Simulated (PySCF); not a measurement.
# C4H3BrN2 (2-Bromopyrimidine): the cost of one run

Programs: PySCF 2.14.0, with routines of our own; each step states its level. All values are computed. Atoms count from 0.

## 1. The system as given

10 atoms, charge 0, multiplicity 1; geometry from: GFN2-xTB.

## 2. Geometry optimisation at PBE0-D3(BJ)/def2-SVP

What the job is given:

```
{"job": {"xc": "PBE0", "basis": "def2-SVP", "d3": "d3bj", "grid": 1, "maxiter": 30, "shake": 0.01, "kind": "geom"}, "charge": 0, "multiplicity": 1}
Br     3.318350    -0.141200    -0.067100
C      1.413420    -0.054470    -0.035450
N      0.774830    -1.209990    -0.047560
C     -0.493230    -1.158560    -0.013720
C     -1.220070     0.036880     0.013000
C     -0.445980     1.200730     0.023510
N      0.888910     1.147060    -0.003160
H     -1.013650    -2.113390    -0.019560
H     -2.294820     0.087240     0.066940
H     -0.877320     2.184760     0.062050
```

Run with:

```sh
OMP_NUM_THREADS=1 python heavy_run.py task.json out
```

This one command runs all jobs of the session in turn.

Q: Estimate the wall time and peak memory of this first job on 1 thread of Arm Neoverse V1, shared host.

About 53 s, with a peak of 0.55 GiB.
